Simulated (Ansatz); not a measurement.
# HfIn4SiO6 (C2) in Ansatz: band structure with PBEsol

Aim: the band structure of HfIn4SiO6 with PBEsol.

All numbers are computed with Ansatz 0.2.0; they aren't measurements. Logs are shortened: lines on timing, memory, paths and dates and some standing lists are left out, and cuts for length are marked.

## 1. The structure

The structure is monoclinic, space group C2 (No. 5). The conventional cell has a = 5.432 Å, b = 9.407 Å, c = 7.635 Å, α = 90.00°, β = 104.03°, γ = 90.00°. Hf (site symmetry 2) has 6 O at 2.13 to 2.14 Å as nearest neighbours. In (site symmetry 2) is surrounded by 2 O at 2.73 Å and 4 In at 3.12 Å. Around In (site symmetry 2) lie 6 O at 2.23 Å. In (site symmetry 2) is surrounded by 2 O at 2.73 Å and 3 In at 3.07 to 3.12 Å. In (site symmetry 2) is surrounded by 2 O at 2.73 Å and 3 In at 3.07 to 3.12 Å. Around Si (site symmetry 2) lie 6 O at 1.85 Å. O (site symmetry 1) is surrounded by 1 Si at 1.85 Å. O (site symmetry 1) has 1 Si at 1.85 Å as nearest neighbours.

The cell was built by a generator and needn't be a form met in nature.

## 2. Band structure, PBEsol

File input.yaml:

```yaml
crystal:
  lattice:
    - [2.71603, -4.70332, 0.00448]
    - [2.71603, 4.70332, 0.00448]
    - [-1.86309, 0.0, 7.40415]
  atoms:
    - { symbol: Hf, position: [0.2048, 0.7952, 0.0] }
    - { symbol: In, position: [0.37139, 0.62861, 0.5] }
    - { symbol: In, position: [0.53812, 0.46188, 0.0] }
    - { symbol: In, position: [0.035, 0.965, 0.5] }
    - { symbol: In, position: [0.70907, 0.29093, 0.5] }
    - { symbol: Si, position: [0.87146, 0.12854, 0.0] }
    - { symbol: O, position: [0.10741, 0.06918, 0.86667] }
    - { symbol: O, position: [0.93082, 0.89259, 0.13333] }
    - { symbol: O, position: [0.83975, 0.3782, 0.86669] }
    - { symbol: O, position: [0.6218, 0.16025, 0.13331] }
    - { symbol: O, position: [0.19813, 0.46891, 0.13338] }
    - { symbol: O, position: [0.53109, 0.80187, 0.86662] }
hamiltonian:
  xc: pbesol
  pseudopotentials: { kind: paw }
kpoints:
  mp_grid: { grid: [6, 6, 4] }
  band_path:
    path:
      - [[0.0, 0.0, 0.0], [-0.3333683603, -0.3333683603, 0.0568123951], [-0.3635703138, -0.3635703138, 0.4070283114], [-0.3031664068, -0.3031664068, 0.7065964788], [0.0, 0.0, 0.5], [-0.5, 0.5, 0.5], [-0.6364296862, 0.3635703138, 0.5929716886]]
      - [[-0.6968335932, 0.3031664068, 0.2934035212], [-0.6666316397, 0.3333683603, -0.0568123951], [-0.5, 0.5, 0.0], [0.0, 0.0, 0.0], [-0.5, 0.0, 0.0]]
      - [[-0.5, 0.0, 0.5], [0.0, 0.0, 0.0]]
    npoints: 10
scf:
  occupations: { method: fermi_dirac, width: 0.05 }
  n_extra_bands: 30
output:
  forces: true
  stress: true
  eigenvalues: true
  fatbands: false
```

Potentials or basis: Ansatz PAW.

Started as:

```
$ ansatz run input.yaml --threads 8 --pin off --max-ram 20480MiB --backend cpu --events-out ev --progress --plain --runs-dir out
```

The program printed:

```text
Warning: RAYON_NUM_THREADS=8 ignored (pool sized by the plan → 8); use --threads N
scf.n_extra_bands = 30 over 59 filled bands (N_el = 118.0): the run solves 89 bands
Engine: ansatz 0.2.0, aarch64-unknown-linux-gnu
Pseudopotentials: kind: paw
Pseudopotential: Hf, paw, valence charge 26, recommended cutoff 420 eV (normal), Hf.paw.azcp
Pseudopotential: In, paw, valence charge 13, recommended cutoff 420 eV (normal), In.paw.azcp
Pseudopotential: Si, paw, valence charge 4, recommended cutoff 420 eV (normal), Si.paw.azcp
Pseudopotential: O, paw, valence charge 6, recommended cutoff 420 eV (normal), O.paw.azcp
Functional definition: PBEsol
  exchange = pbesol_x
  correlation = pbesol_c
Crystal: 12 atoms, lattice volume = 189.245 Å³
Basis set: ecut = 420 eV, 3681 PW (Γ), exchange–correlation on 80×80×108 points (8 copies of the dense FFT grid, shifted against one another)
Bands: 89, of which v1, the nominal top of the filled ones, is band 59 counted from 1 (58 counted from 0)
Symmetry: 2 space group operations
[... 47 lines left out ...]
  E_vpaw       = 0.692277  (= ΣTr[D̂ρ^β])
  E_aug_tail   = 0.014609  (compensation charges beyond the density's cutoff)
  E_ewald      = -10086.237727
  E_core_change = 2.437990  (= ΣΔE_core)
  E_smearing   = -0.024263  (= −TS)
  E_closure    = -0.000000  (closes the sum)
  Σ components = -41692.482908   (vs F -41692.482908, Δ=0.00e0)
--- Forces (eV/Å), atoms counted from 1 ---
  atom   1  Hf     0.00000000    -0.00652484     0.00000000
  atom   2  In     0.00000000     0.00367291     0.00000000
  atom   3  In     0.00000000    -0.00136028     0.00000000
  atom   4  In     0.00000000     0.02627311     0.00000000
  atom   5  In     0.00000000    -0.02877322     0.00000000
  atom   6  Si     0.00000000    -0.00487114     0.00000000
  atom   7  O     -0.00148514    -0.04302573     0.17884279
  atom   8  O      0.00148514    -0.04302573    -0.17884279
  atom   9  O      0.03578867     0.01953231     0.17517293
  atom  10  O     -0.03578867     0.01953231    -0.17517293
  atom  11  O      0.03556155     0.02923788    -0.17766992
  atom  12  O     -0.03556155     0.02923788     0.17766992
  max |Σ_I F_I| component: 9.46e-5 eV/Å
--- Stress (GPa, compression-positive) ---
       -4.531472       0.000000       0.000543
        0.000000      -4.587129       0.000000
        0.000543       0.000000      -4.047412
  P = ⅓ Tr σ = -4.3887 GPa (-43.887 kbar)
--- Band table (eV; the first three rows and the last of 47) ---
  k-point 0: bands = ["-52.8336", "-21.6312", "-21.6311", "-21.6148", "-10.7302", "-9.2223", "-9.2166", "-8.5256", "-8.3316", "-8.3199", "-4.7260", "-4.7256", "-4.7063", "-4.4907", "-4.4836", "-4.0603", "-3.9055", "-3.8998", "-3.8595", "-3.8584", "-3.8444", "-3.8427", "-3.7490", "-3.7471", "-3.7322", "-3.7283", "-3.6806", "-3.6764", "-3.6541", "-3.6535", "-2.7223", "-2.7130", "-2.7127", "-2.6759", "-2.6755", "-2.6738", "-2.6591", "0.8826", "2.2309", "3.0582", "3.0599", "3.8465", "4.0330", "4.4044", "4.4143", "5.0584", "5.1595", "5.1745", "6.0425", "6.3042", "6.4344", "6.6510", "6.7477", "6.7944", "7.1663", "7.2674", "9.9530", "10.1594", "10.4687", "10.6080", "10.7798", "10.8197", "11.3044", "11.6949", "12.6664", "12.9956", "13.0290", "14.9710", "16.0311", "16.4911", "16.5617", "16.8059", "17.3596", "17.4006", "17.5829", "18.1943", "18.4118", "19.0633", "19.1965", "19.3670", "20.0195", "20.2743", "20.3579", "20.6006", "20.9791", "22.1130", "22.3180", "22.4536", "22.7393"]
  k-point 1: bands = ["-52.8336", "-21.6312", "-21.6311", "-21.6149", "-10.7277", "-9.2201", "-9.2189", "-8.5327", "-8.3261", "-8.3254", "-4.7259", "-4.7256", "-4.7041", "-4.4872", "-4.4869", "-4.0553", "-3.9055", "-3.8998", "-3.8590", "-3.8589", "-3.8443", "-3.8429", "-3.7491", "-3.7471", "-3.7319", "-3.7283", "-3.6799", "-3.6767", "-3.6543", "-3.6539", "-2.7223", "-2.7129", "-2.7128", "-2.6757", "-2.6757", "-2.6738", "-2.6591", "0.9268", "2.3208", "3.0577", "3.0608", "3.6130", "4.0453", "4.4095", "4.4101", "4.6507", "5.1649", "5.1667", "6.3653", "6.3660", "6.5985", "6.7684", "6.7756", "6.8404", "7.2154", "7.2204", "10.0550", "10.0560", "10.2055", "10.6191", "10.7414", "10.7785", "10.8402", "12.2826", "12.7887", "13.0095", "13.0127", "14.6907", "16.1939", "16.2070", "16.6605", "17.0966", "17.1274", "17.3757", "17.7261", "18.1846", "18.2074", "19.2391", "19.2708", "19.3796", "19.6840", "20.6044", "20.6422", "20.7858", "21.0437", "21.4723", "22.2433", "22.6338", "22.6941"]
  k-point 2: bands = ["-52.8336", "-21.6312", "-21.6311", "-21.6149", "-10.7251", "-9.2235", "-9.2154", "-8.5397", "-8.3308", "-8.3206", "-4.7262", "-4.7253", "-4.7020", "-4.4902", "-4.4838", "-4.0502", "-3.9055", "-3.8998", "-3.8596", "-3.8583", "-3.8438", "-3.8433", "-3.7493", "-3.7472", "-3.7315", "-3.7282", "-3.6829", "-3.6734", "-3.6544", "-3.6544", "-2.7223", "-2.7129", "-2.7128", "-2.6759", "-2.6755", "-2.6738", "-2.6591", "0.9720", "2.4724", "3.0571", "3.0615", "3.2841", "4.0518", "4.4057", "4.4145", "4.4892", "5.1566", "5.1736", "6.3038", "6.4344", "6.6277", "6.7418", "6.7994", "7.1624", "7.2696", "7.4529", "9.6899", "9.9616", "10.1594", "10.6220", "10.6734", "10.7732", "10.8197", "12.4599", "12.9935", "13.0290", "13.0833", "14.3660", "16.0236", "16.4816", "16.7464", "16.8042", "17.2765", "17.3473", "17.6093", "18.1239", "18.4567", "19.1769", "19.3441", "19.5172", "19.9653", "20.2379", "20.6167", "20.7162", "21.2443", "21.4822", "22.1146", "22.6470", "22.6612"]
  k-point 46: bands = ["-52.8336", "-21.6390", "-21.6324", "-21.6144", "-10.2470", "-9.4488", "-9.0137", "-8.7364", "-8.7131", "-8.3626", "-4.7363", "-4.7236", "-4.6934", "-4.4843", "-4.4671", "-4.1507", "-3.9596", "-3.9422", "-3.9416", "-3.9000", "-3.8725", "-3.8303", "-3.8184", "-3.7163", "-3.7158", "-3.6995", "-3.6307", "-3.6208", "-3.5826", "-3.4329", "-2.7232", "-2.7153", "-2.7135", "-2.6945", "-2.6819", "-2.6661", "-2.6439", "1.3892", "2.7711", "2.9735", "3.3394", "3.6556", "3.8334", "4.3646", "4.4278", "4.8769", "5.1326", "5.1810", "5.7848", "5.8520", "6.2027", "6.2528", "6.4353", "6.9907", "7.2439", "7.5018", "7.7514", "8.5561", "8.8829", "11.6644", "12.2006", "12.7798", "12.9050", "13.0368", "13.6726", "14.8512", "15.2185", "15.3297", "15.6076", "15.9170", "16.2000", "16.3451", "16.7120", "16.8155", "16.9831", "17.2534", "17.7187", "18.0412", "19.0534", "20.0387", "20.1540", "20.4499", "20.6992", "20.8822", "21.0417", "21.2994", "21.5149", "21.9494", "22.0772"]
```

bands.tsv:

```text
[... 137 lines left out ...]
```

Run time: 34 s. Hardware: 8 threads of Arm Neoverse V1, shared host; peak memory 1.7 GiB.

What came out:

```
Free energy            : -41692.4829 eV
Pressure               : -4.4 GPa
Largest force          : 0.184 eV/Å
Band gap on the k mesh : none (metal or under the smearing width)
```

Forces on the atoms (eV/Å):
```
Hf   0.000 -0.007  0.000
In   0.000  0.004  0.000
In   0.000 -0.001  0.000
In   0.000  0.026  0.000
In   0.000 -0.029  0.000
Si   0.000 -0.005  0.000
O   -0.001 -0.043  0.179
O    0.001 -0.043 -0.179
O    0.036  0.020  0.175
O   -0.036  0.020 -0.175
O    0.036  0.029 -0.178
O   -0.036  0.029  0.178
```

Levels at the corners of the path, in eV from the Fermi level:
```tsv
point	band 57	band 58	band 59	band 60	band 61	band 62
Γ	-0.86	-0.66	-0.35	-0.21	-0.04	0.00
Y	-3.41	-3.34	1.26	1.36	1.48	1.91
F	-3.20	-3.12	0.91	1.13	1.59	1.72
H	-3.32	-3.18	1.05	1.29	1.54	1.56
Z	-1.13	-0.85	-0.66	-0.19	-0.14	-0.04
I	-3.06	-2.26	-1.93	0.85	1.39	1.96
F1	-3.20	-3.12	0.91	1.13	1.59	1.72
H1	-3.32	-3.18	1.05	1.29	1.54	1.56
Y1	-3.41	-3.34	1.26	1.36	1.48	1.91
X	-3.47	-2.18	-1.76	1.20	1.57	1.66
Γ	-0.86	-0.66	-0.35	-0.21	-0.04	0.00
N	-3.34	-2.26	-1.96	1.12	1.49	1.88
M	-3.15	-2.16	-1.76	0.93	1.35	1.93
Γ	-0.86	-0.66	-0.35	-0.21	-0.04	0.00
```

Caveat: the pressure holds a Pulay correction of +0.5 GPa for the finite cutoff; spin-orbit coupling is left out, which moves the levels of the heavy elements; the PAW data sets come from PBE, with cores solved anew for the run's functional, which leaves a small shift of forces and pressure.
